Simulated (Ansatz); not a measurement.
**wB97X/6-31G(d) (spherical functions) run of C3H10OSi (trimethylsilanol)**

What is the electronic atomisation energy of C3H10OSi (trimethylsilanol) at wB97X/6-31G* (spherical functions)? 

The calculation is run with Ansatz 0.2.0.

78 further runs of the same task are left out: 1 that didn't finish, 77 set aside as unsound or not needed.

### Step 1. The system as given

C3H10OSi has 15 atoms, charge 0, and is taken as a singlet. As SMILES, `C[Si](C)(C)O`. Geometry: relaxed at PBE0-D4/def2-TZVP. This is one conformer, not always the lowest.

Bond lengths: C1–Si2 1.870 Å, Si2–C3 1.870 Å, Si2–C4 1.861 Å, Si2–O5 1.660 Å, C1–H6 1.094 Å, C1–H7 1.094 Å, C1–H8 1.093 Å, C3–H9 1.094 Å, C3–H10 1.093 Å, C3–H11 1.094 Å, C4–H12 1.093 Å, C4–H13 1.093 Å, C4–H14 1.093 Å, O5–H15 0.957 Å. Some angles: C1–Si2–C3 109.3°, C1–Si2–C4 111.0°, C1–Si2–O5 110.3°, C3–Si2–C4 111.0°, C3–Si2–O5 110.3°, C4–Si2–O5 104.8°, Si2–C1–H6 111.5°, Si2–C1–H7 111.0°, Si2–C1–H8 111.0°, Si2–C3–H9 111.5°.

### Step 2. The energy at wB97X/6-31G(d) (spherical functions)

in.yaml

```yaml
crystal:
  periodic: [false, false, false]
  atoms:
    - symbol: C
      position_ang: [-1.759880, 0.191150, 0.071540]
    - symbol: Si
      position_ang: [0.089930, 0.200980, -0.204700]
    - symbol: C
      position_ang: [0.959910, 0.370300, 1.442320]
    - symbol: C
      position_ang: [0.639300, -1.339490, -1.093220]
    - symbol: O
      position_ang: [0.516200, 1.448090, -1.213440]
    - symbol: H
      position_ang: [-2.095970, 1.106050, 0.568270]
    - symbol: H
      position_ang: [-2.057470, -0.651720, 0.702020]
    - symbol: H
      position_ang: [-2.296730, 0.107790, -0.876880]
    - symbol: H
      position_ang: [0.664600, 1.288070, 1.959260]
    - symbol: H
      position_ang: [2.044780, 0.393380, 1.311290]
    - symbol: H
      position_ang: [0.718200, -0.468650, 2.101280]
    - symbol: H
      position_ang: [0.405110, -2.234400, -0.510590]
    - symbol: H
      position_ang: [1.717690, -1.322690, -1.268870]
    - symbol: H
      position_ang: [0.142180, -1.426990, -2.062380]
    - symbol: H
      position_ang: [0.312140, 2.338130, -0.925910]
basis:
  gaussian: {orbitals: 6-31G_st_-spherical.json}
accuracy: high
output: {orbitals: {seedname: orbitals}}
hamiltonian: {xc: {name: wB97X}}
```

The basis set 6-31G* is read from a file made from the Basis Set Exchange's data (not shown).

Run with:

```bash
$ ansatz run in.yaml --threads 1 --pin off --max-ram 3480MiB --events-out events.jsonl --progress --plain --runs-dir runs
```

The program printed:

```text
Warning: RAYON_NUM_THREADS=1 ignored (pool sized by the plan → 1); use --threads N
Functional definition: wB97X
  name "wB97X"
  parameter omega = 0.3/bohr
  parameter cx = 0.157706
  parameter cx1 = 0.726479
  parameter cx2 = 1.04760
  parameter cx3 = -5.70635
  parameter cx4 = 13.2794
  parameter css1 = -4.33879
  parameter css2 = 18.2308
  parameter css3 = -31.7430
  parameter css4 = 17.2901
  parameter cos1 = 2.37031
  parameter cos2 = -11.3995
  parameter cos3 = 6.58405
  parameter cos4 = -3.78132
  exchange = spin_sum(e_x_unif_sr(omega)*poly(b97_u_x, 1 - cx, cx1, cx2, cx3, cx4)) + cx*exact_x_sr(omega)
      + exact_x_lr(omega)
  correlation = spin_sum(e_c_pw_same_spin*poly(b97_u_same, 1, css1, css2, css3, css4))
      + integral(e_c_pw_opposite_spin*poly(b97_u_opposite, 1, cos1, cos2, cos3, cos4))
2345 factors; integrals over basis functions are off by at most 3.8e-9 eV
427 factors; integrals over basis functions are off by at most 1.7e-9 eV
mean field evaluation 1: about -13192.3589 eV, gradient 5.6e1 eV
mean field evaluation 2: about -13194.5254 eV, gradient 4.8e1 eV
mean field evaluation 4: about -13198.7252 eV, gradient 1.2e0 eV
mean field evaluation 8: about -13198.9364 eV, gradient 2.4e-2 eV
mean field evaluation 16: about -13198.9365 eV, gradient 2.2e-5 eV
mean field -13198.93645293 eV, -485.0519680847 hartree, gradient 7.0e-8 eV, S^2 0.000000; 0 other end points of the search recorded, 0 dependent functions left out
reference -13198.93645008 eV, -485.0519679798 hartree; 25, 25 occupied and 69, 69 virtual orbitals, 2345 factors
Total energy: -13198.93645008 eV, -485.0519679798 hartree
```

It took 47 s on 1 thread of Arm Neoverse V2, shared host; peak memory 0.67 GiB.

### Step 3. The C atom at the same level

job.yaml

```yaml
basis:
  gaussian: {orbitals: 6-31G_st_-spherical.json}
crystal:
  periodic: [false, false, false]
  atoms:
    - {symbol: C, position_ang: [0.000000, 0.000000, 0.000000]}
magnetization: {spin_polarized: true, initial_magnetization: 2}
hamiltonian: {xc: {name: wB97X}}
accuracy: high
```

The basis set 6-31G* is read from a file made from the Basis Set Exchange's data (not shown).

Run the same way, it converges to -37.83308 Eh (log not shown).

### Step 4. The H atom, same level

job.yaml

```yaml
crystal:
  periodic: [false, false, false]
  atoms:
    - {symbol: H, position_ang: [0.000000, 0.000000, 0.000000]}
basis:
  gaussian:
    orbitals: "6-31G*"
magnetization:
  spin_polarized: true
  initial_magnetization: 1
hamiltonian:
  xc: {name: wB97X}
accuracy: high
```

Run the same way, it converges to -0.49932 Eh (log not shown).

### Step 5. The O atom, same level

input.yaml

```yaml
crystal:
  periodic: [false, false, false]
  atoms:
    - {symbol: O, position_ang: [0.000000, 0.000000, 0.000000]}
basis:
  gaussian:
    orbitals: 6-31G_st_-spherical.json
accuracy: high
hamiltonian:
  xc: {name: wB97X}
magnetization:
  spin_polarized: true
  initial_magnetization: 2
```

The basis set 6-31G* is read from a file made from the Basis Set Exchange's data (not shown).

Run the same way, it converges to -75.04146 Eh (log not shown).

### Step 6. The Si atom at the same level

input.yaml

```yaml
crystal:
  periodic: [false, false, false]
  atoms:
    - {symbol: Si, position_ang: [0.000000, 0.000000, 0.000000]}
basis:
  gaussian:
    orbitals: 6-31G_st_-spherical.json
magnetization:
  spin_polarized: true
  initial_magnetization: 2
hamiltonian:
  xc: {name: wB97X}
accuracy: high
```

The basis set 6-31G* is read from a file made from the Basis Set Exchange's data (not shown).

Run the same way, it converges to -289.33785 Eh (log not shown).

### Step 7. Results

At wB97X/6-31G* (spherical functions):

| quantity | value |
| --- | --- |
| molecule: total energy | -485.05197 Eh |
| molecule: HOMO energy | -10.14 eV |
| molecule: LUMO energy | 4.05 eV |
| molecule: HOMO–LUMO gap | 14.20 eV |
| C atom: total energy | -37.83308 Eh |
| C atom: ⟨S²⟩ | 2.004 |
| H atom: total energy | -0.49932 Eh |
| H atom: ⟨S²⟩ | 0.750 |
| O atom: total energy | -75.04146 Eh |
| O atom: ⟨S²⟩ | 2.003 |
| Si atom: total energy | -289.33785 Eh |
| Si atom: ⟨S²⟩ | 2.003 |
| electronic atomisation energy | 59.326 eV |

Taking the molecule apart into free atoms costs 59.33 eV (1368 kcal/mol), before zero-point energy and without spin-orbit coupling.
